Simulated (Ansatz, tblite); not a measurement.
# The cluster Al₄N₄−: rung by rung

One table from this session's results is given with a row withheld; the runs are named, their logs left out.

Method: as each input shows; program: Ansatz 0.2.0, Gaussian basis.

Levels to be run: GFN1-xTB, GFN2-xTB, PBE-D4/def2-TZVPD, r2SCAN-D4/def2-TZVPD, PBE-QIDH/def2-TZVPD, BLYP-D4/def2-TZVPD, PBE-D4/def2-SVPD, PBE0-D4/def2-SVPD, HF/6-31G, B3LYP-D4/6-31G, CCSD(T)/def2-SVPD, MP2/def2-TZVPD, RPA/def2-TZVPD.

3 further runs of the same task are left out: 1 that didn't finish, 2 set aside as unsound or not needed.

### The geometry

The doublet was relaxed beforehand with r2SCAN-D4/def2-SVPD. At that level it is the lowest of the isomers that a small search found.

8 atoms, charge -1, spin multiplicity 2.

Bond lengths: Al1–N5 1.754 Å, Al1–N6 1.754 Å, Al2–N7 1.754 Å, Al2–N8 1.754 Å, Al3–N6 1.754 Å, Al3–N7 1.754 Å, Al4–N5 1.754 Å, Al4–N8 1.754 Å. Angles: N5–Al1–N6 163.7°, N7–Al2–N8 163.7°, N6–Al3–N7 163.6°, N5–Al4–N8 163.6°, Al1–N5–Al4 106.3°, Al1–N6–Al3 106.3°, Al2–N7–Al3 106.3°, Al2–N8–Al4 106.3°.

The ion is computed in the gas phase, without counter-ions or solvent.

PBE0-D4/def2-TZVPD was run before; its log isn't repeated, and its numbers join the tables.

Set-up of the first run:

Tight binding, by tblite at 300 K electronic temperature and without a spin-polarisation term:

```python
tblite.interface.Calculator('GFN1-xTB', numbers, positions, charge=-1, uhf=1).singlepoint()
```

Tight binding, by tblite at 300 K electronic temperature and without a spin-polarisation term:

```python
tblite.interface.Calculator('GFN2-xTB', numbers, positions, charge=-1, uhf=1).singlepoint()
```

start.molden holds the orbitals of an earlier run on this state, given as this run's starting guess.

Contents of in.yaml:

```yaml
crystal:
  periodic: [false, false, false]
  atoms:
    - {symbol: Al, position_ang: [-1.411493, 1.394051, -0.042300]}
    - {symbol: Al, position_ang: [1.411521, -1.394083, 0.042330]}
    - {symbol: Al, position_ang: [1.396056, 1.411978, -0.050684]}
    - {symbol: Al, position_ang: [-1.396057, -1.411970, 0.050660]}
    - {symbol: N, position_ang: [-2.455272, -0.014577, 0.007699]}
    - {symbol: N, position_ang: [-0.014584, 2.453916, -0.081738]}
    - {symbol: N, position_ang: [2.455258, 0.014607, -0.006910]}
    - {symbol: N, position_ang: [0.014572, -2.453932, 0.080933]}
basis:
  gaussian: {orbitals: def2-TZVPD, initial_orbitals: start.molden}
total_charge: -1
magnetization: {spin_polarized: true, initial_magnetization: 1}
hamiltonian: {xc: pbe, dispersion: d4}
scf: {omitted_lower_state_checks: [starts]}
output: {forces: true, orbitals: {seedname: orbitals}}
```

The run is started by

```sh
$ ansatz run in.yaml --threads 4 --pin off --events-out ev --progress --plain --max-ram 4787MiB
```

Steps of the session up to this table: PBE-D4/def2-TZVPD; r2SCAN-D4/def2-TZVPD; PBE-QIDH/def2-TZVPD; BLYP-D4/def2-TZVPD; PBE-D4/def2-SVPD; PBE0-D4/def2-SVPD; HF/6-31G; B3LYP-D4/6-31G; CCSD(T)/def2-SVPD; MP2/def2-TZVPD; RPA/def2-TZVPD.

One of the session's tables, all rows but one given; the rest of the session is left out.

| level | HOMO (eV) | LUMO (eV) | gap (eV) |
| --- | --- | --- | --- |
| HF/6-31G | -1.43 | 3.77 | 5.20 |
| PBE-D4/def2-SVPD | -0.23 | 0.27 | 0.50 |
| PBE-D4/def2-TZVPD | -0.29 | 0.22 | 0.50 |
| BLYP-D4/def2-TZVPD | ? | ? | ? |
| r2SCAN-D4/def2-TZVPD | -0.37 | 0.53 | 0.90 |
| B3LYP-D4/6-31G | -0.57 | 0.63 | 1.21 |
| PBE0-D4/def2-SVPD | -0.57 | 0.95 | 1.52 |
| PBE0-D4/def2-TZVPD | -0.63 | 0.90 | 1.53 |

Estimate the missing values for BLYP-D4/def2-TZVPD.

**Answer.** HOMO (eV): -0.10; LUMO (eV): 0.26; gap (eV): 0.36. In the column «HOMO (eV)» it is the highest.
